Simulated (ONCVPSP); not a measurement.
# Pseudopotential generation for Ce: ONCV, LDA (Perdew-Wang 92)

Task: generate the file, and judge it by its errors in other configurations, its logarithmic derivatives, its ghosts and its cutoff.

Method: ONCVPSP 4.0.1.1 (patched build), LDA (Perdew-Wang 92), scalar-relativistic.

### Step 1. Starting point

The settings as typed:

```
element                 : cerium (Ce, Z = 58)
type                    : optimised norm-conserving Vanderbilt (ONCV)
frozen core             : [Kr] 4d10
valence charge          : 12
reference configuration : 4f1 5s2 5p6 5d1 6s2
partial waves           : 5s+6s: rc 2.40 bohr, ncon 4, nbas 7, qcut 6.5 1/bohr, 2 projectors; 5p: rc 2.45 bohr, ncon 4, nbas 9, qcut 7 1/bohr, 1 projector; 5d: rc 2.60 bohr, ncon 4, nbas 7, qcut 4.2 1/bohr, 1 projector; 4f: rc 0.85 bohr, ncon 3, nbas 7, qcut 11.3 1/bohr, 2 projectors, debl 2.2 Ha
local potential         : polynomial inside 0.65 bohr (lpopt 1, dvloc0 0 Ha)
core correction         : Teter function, fcfact 5, rcfact 1.15
```

The outer shells as boxes (Hund's rule for the drawing; the calculation is spin-unpolarised):

```
[Kr] core
4d [↑↓][↑↓][↑↓][↑↓][↑↓]
4f [↑ ][  ][  ][  ][  ][  ][  ]
5s [↑↓]
5p [↑↓][↑↓][↑↓]
5d [↑ ][  ][  ][  ][  ]
6s [↑↓]
```

### Step 2. Generating the potential

Input file Ce.dat:

```
# ATOM AND REFERENCE CONFIGURATION
# atsym  z   nc   nv     iexc    psfile
  Ce 58.00    9    5  -001012      upf
#
#   n    l    f
    1    0    2.00
    2    0    2.00
    2    1    6.00
    3    0    2.00
    3    1    6.00
    3    2   10.00
    4    0    2.00
    4    1    6.00
    4    2   10.00
    4    3    1.00
    5    0    2.00
    5    1    6.00
    5    2    1.00
    6    0    2.00
#
# PSEUDOPOTENTIAL AND OPTIMIZATION
# lmax
    3
#
#   l,   rc,      ep,       ncon, nbas, qcut
    0    2.40    0.00    4    7    6.50
    1    2.45    0.00    4    9    7.00
    2    2.60    0.00    4    7    4.20
    3    0.85    0.00    3    7   11.30
#
# LOCAL POTENTIAL
# lloc, lpopt,  rc(5),   dvloc0
    4    1    0.65    0.00
#
# VANDERBILT-KLEINMAN-BYLANDER PROJECTORs
# l, nproj, debl
    0    2    3.10
    1    1    2.00
    2    1    0.40
    3    2    2.20
#
# MODEL CORE CHARGE
# icmod, fcfact, rcfact
    3    5.00    1.15
#
# LOG DERIVATIVE ANALYSIS
# epsh1, epsh2, depsh
   -3.00    5.00    0.02
#
# OUTPUT GRID
# rlmax, drl
    6.00    0.01
#
# TEST CONFIGURATIONS
# ncnf
    4
# nvcnf
#   n    l    f
    5
    4    3    1.00
    5    0    2.00
    5    1    6.00
    5    2    1.00
    6    0    1.00
#
    5
    4    3    1.00
    5    0    2.00
    5    1    6.00
    5    2    1.00
    6    0    0.00
#
    5
    4    3    1.00
    5    0    2.00
    5    1    6.00
    5    2    0.00
    6    0    0.00
#
    5
    4    3    0.00
    5    0    2.00
    5    1    6.00
    5    2    2.00
    6    0    2.00
#
```

Started as:

```
oncvpsp.x < Ce.dat > Ce.out
```

Before running it: what results should come out? Wanted: cutoffs; bound ghosts; GHOST(+) flags; largest miss of a reference level; largest test error; largest phase difference near zero energy, channels read; rms error of d²Exc/dn², without and with the model core.

**Answer**, as computed:

```
                                                quantity                                                value
                                                 cutoffs                                       not determined
                                            bound ghosts     s at -648.76 eV, p at -300.35 eV, d at -65.84 eV
                                          GHOST(+) flags                                           s at 98 eV
                       largest miss of a reference level                                          32 meV (4f)
                            largest test error (AE − PS)  -3.8 meV, for 4f1 5s2 5p6 5d1 6s0 (1 test unsolved)
largest phase difference near zero energy, channels read                                            0.033 rad
 rms error of d²Exc/dn², without and with the model core                                   16.14 and 6.27 mHa
```

In words: A bound ghost (s, p, d) makes it unfit for use: electrons can fall into a state that the atom doesn't have. Already in the reference configuration the 4f level is off by 32 meV. By total energies transferability is very good where solved: the largest error is 3.8 meV on 17.6 eV, for 4f1 5s2 5p6 5d1 6s0. Atomic tests can pass in spite of a ghost, since they solve only for the levels asked. Of the tests 1 gave no usable energy difference, which is a warning in itself. Near zero energy the largest phase difference among the channels read is 0.03 rad, in the p channel. The pseudo curves have a pole with no partner nearby in the atom's: d at -2.41 Ha. The program also flags highly localised states, GHOST(+) (s). All of this concerns the isolated atom, not yet a solid.
